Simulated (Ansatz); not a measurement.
# Tungsten, diamond under PBEsol: ground state and equation of state

The plan for tungsten in the diamond structure: relax it, solve it on a dense k-mesh, then scale the cell to 7 volumes from 88 to 112 % of the relaxed one and try a fit of the equation of state. Spin polarisation is left out. The k-meshes are 10×10×10 for the relaxation; 16×16×16 for the dense run; 11×11×11 for the volumes.

This is W in the diamond structure; at room conditions it is bcc.

Program: Ansatz 0.2.0. Level of theory: DFT PBEsol, plane waves (420 eV) with PAW, scalar-relativistic; the PAW data stem from PBE, with regenerated cores. These are calculated values, not measurements.

## 1. Starting point

The structure is cubic, space group Fd-3m (No. 227). Conventional cell: a = 5.552 Å, b = 5.552 Å, c = 5.552 Å, α = 90.00°, β = 90.00°, γ = 90.00°. W (site symmetry -43m) has 4 W at 2.40 Å as nearest neighbours.

As a file:

```cif
data_structure
_symmetry_space_group_name_H-M 'P 1'
_symmetry_Int_Tables_number 1
_cell_length_a 3.9260
_cell_length_b 3.9260
_cell_length_c 3.9260
_cell_angle_alpha 60.000
_cell_angle_beta 60.000
_cell_angle_gamma 60.000
_cell_volume 42.79
loop_
_atom_site_label
_atom_site_type_symbol
_atom_site_fract_x
_atom_site_fract_y
_atom_site_fract_z
_atom_site_occupancy
W1 W 0.12500 0.12500 0.12500 1
W2 W 0.87500 0.87500 0.87500 1
```

## 2. Relaxing cell and atoms

File input.yaml:

```yaml
crystal:
  lattice:
    - [0.0, 2.7760741367, 2.7760741367]
    - [2.7760741367, 0.0, 2.7760741367]
    - [2.7760741367, 2.7760741367, 0.0]
  atoms:
    - { symbol: W, position: [0.125, 0.125, 0.125] }
    - { symbol: W, position: [0.875, 0.875, 0.875] }
hamiltonian:
  xc: pbesol
  pseudopotentials:
    kind: paw
    azcp:
      W: "pseudopotentials/W.paw.azcp"
basis:
  ecutwfc: 420
  fft_grid_basis: typed
kpoints:
  mp_grid: { grid: [10, 10, 10], shift: [0, 0, 0] }
magnetization:
  spin_polarized: false
scf:
  occupations: { method: fermi_dirac, width: 0.1 }
relax:
  max_steps: 60
  f_tol: 0.01
  cell: {}
```

After this run come: Single point on a dense mesh; The cell scaled to 88 % of its volume; The cell scaled to 92 % of its volume; The cell scaled to 96 % of its volume; The cell scaled to 100 % of its volume; The cell scaled to 104 % of its volume; The cell scaled to 108 % of its volume; The cell scaled to 112 % of its volume.

What does the calculation give? Wanted: space group; conventional cell; volume; shortest distance; gap on the mesh; relative to bcc; V₀, B₀, B₀′.

As calculated:

| quantity | value |
| --- | --- |
| space group (spins left aside) | Fd-3m (No. 227) |
| conventional cell | a = 5.758 Å |
| volume | 23.869 Å³/atom |
| shortest distance | 2.494 Å |
| gap on the mesh | none (levels filled in part) |
| relative to bcc | +2828 meV/atom |
| V₀, B₀, B₀′ | 23.838 Å³/atom, 130 GPa, 3.8 |

**Reading.** The relaxation enlarged the cell by 11.6 % in volume. Against the reference form of tungsten (bcc, computed apart with the same settings) it stands 2828 meV/atom higher, so it is far from stable. Levels at the Fermi energy are filled in part, as in a metal. The fitted modulus is 130 GPa. The symmetry was held, so the structure may be unstable against distortions that break it.
